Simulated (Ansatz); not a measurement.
Crystal: GeCN2.

```
CELL_PARAMETERS angstrom
1.79379 1.03565 4.92196
-1.79379 1.03565 4.92196
0.00000 -2.07129 4.92196
ATOMIC_POSITIONS crystal
Ge 0.00000 0.00000 0.00000
N 0.58390 0.58390 0.58390
N 0.41610 0.41610 0.41610
C 0.50000 0.50000 0.50000
```

The cell comes from a database or a generator and needn't be the stable form of this composition.

| Property | Result |
| --- | --- |
| Program | Ansatz 0.2.0 |
| Task | relaxation of cell and atoms |
| Functional | PBEsol |
| Potentials or basis | all-electron LAPW, scalar-relativistic |
| Basis error allowed | 0.002 eV/atom |
| k mesh | 9 × 9 × 9 |
| Occupations | fermi-dirac, width 0.05 eV |
| Spin | no spin polarisation |

At the start: volume 13.72 Å³/atom.

Problem. How do energy, volume and symmetry change on relaxing?

Solution. Over 6 steps the energy falls by 7.6 meV/atom and the volume is 12.99 Å³/atom (-5.3 %); space group R-3m (No. 166, to 0.05 Å).

Step by step:
```tsv
step	energy change (eV)	largest force (eV/Å)	volume (Å³)
1	0.0000	0.0452	54.86
2	-0.0297	0.0315	52.31
3	-0.0305	0.0286	51.94
4	-0.0306	0.0056	51.98
5	-0.0306	0.0002	51.98
6	-0.0306	0.0000	51.98
```

Final structure:
```
Ge N C
1.0
     1.75219    1.01163    4.88736
    -1.75219    1.01163    4.88736
     0.00000   -2.02326    4.88736
Ge N C
1 2 1
Cartesian
  0.0000 0.0000 0.0000
  0.0000 0.0000 8.5684
  0.0000 0.0000 6.0936
  0.0000 0.0000 7.3310
```
